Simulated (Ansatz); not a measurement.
## SnAs, space group Fm-3m: an equation of state with a fit, step by step

With Ansatz's Python interface.

Run as a notebook:

**Cell 1**
```python
from dataclasses import dataclass

import ansatz as az
from ase.eos import EquationOfState
from ase.units import GPa
import numpy as np
```

**Cell 2**
```python
@dataclass(frozen=True)
class Settings:
    mesh: tuple[int, ...] = (7, 7, 7)
```

**Cell 3**
```python
cfg = Settings()
```

**Cell 4**
```python
vectors0 = np.array([
    [0.0, 2.8405, 2.8405],
    [2.8405, 0.0, 2.8405],
    [2.8405, 2.8405, 0.0],
])
sites = [
    ("Sn", [0.0, 0.0, 0.0]),
    ("As", [0.5, 0.5, 0.5]),
]
```

**Cell 5**
```python
def crystal_on(cell):
    crystal = az.Crystal(lattice=az.Lattice.of(cell))
    for symbol, position in sites:
        crystal = crystal.atom(symbol, position)
    return crystal
```

**Cell 6**
```python
volumes, energies = [], []
for scale in np.linspace(0.94, 1.06, 7):
    cell = vectors0 * scale ** (1 / 3)
    base = crystal_on(cell).calculation()
    base = base.functional(az.Functional.PBESOL)
    base = base.basis(16 * az.Ha)
    base = base.pseudopotentials("paw")
    base = base.occupations(az.OccupationsMethod.GAUSSIAN, width=150 * az.meV)
    base = base.kpoints(*cfg.mesh)
    rep = base.run(threads=1, pin="off").report
    volumes.append(abs(np.linalg.det(cell)) / len(sites))
    energies.append(rep["free_energy_ev"] / len(sites))
    print(f"V = {volumes[-1]:8.4f} A^3/atom  F = {energies[-1]:.5f} eV/atom")
```
Output:
```text
V =  21.5433 A^3/atom  F = -5381.43712 eV/atom
V =  22.0017 A^3/atom  F = -5381.45352 eV/atom
V =  22.4600 A^3/atom  F = -5381.46437 eV/atom
V =  22.9184 A^3/atom  F = -5381.47031 eV/atom
V =  23.3768 A^3/atom  F = -5381.47191 eV/atom
V =  23.8351 A^3/atom  F = -5381.46959 eV/atom
V =  24.2935 A^3/atom  F = -5381.46374 eV/atom
```

**Cell 7**
```python
eos = EquationOfState(volumes, energies, eos="birchmurnaghan")
v0, e0, bulk = eos.fit()
print(f"V0 = {v0:.4f} A^3/atom, E0 = {e0:.5f} eV/atom, B = {bulk / GPa:.1f} GPa")
```
Output:
```text
V0 = 23.3240 A^3/atom, E0 = -5381.47193 eV/atom, B = 70.4 GPa
```

A third-order Birch-Murnaghan fit through the 7 points has its minimum at 23.32 Å³ an atom, 1.8 % above the typed cell, with a bulk modulus of 70 GPa and dB/dP = 4.8. From that minimum the energy rises by 34.8 meV an atom on the compressed side and 8.2 meV on the expanded side.

What to keep in mind:
- Total energies depend on the potentials; only differences at equal settings carry meaning.
- The mesh is modest for a metal, so energies can be off by several to tens of meV an atom and pressures by half a GPa or more; differences at equal mesh fare better.
- Of the deposited cell: the entry's cell lengths or inner coordinates differ somewhat from later room-temperature determinations.
- The starting cell is as deposited in a crystallographic database; the results hold for this polymorph, which needn't be the stable one.
- The whole script took 7.9 s on 1 thread of Intel(R) Xeon(R) Platinum 8259CL CPU @ 2.50GHz (Skylake/Cascade Lake), on a shared host, peak memory 0.4 GiB.
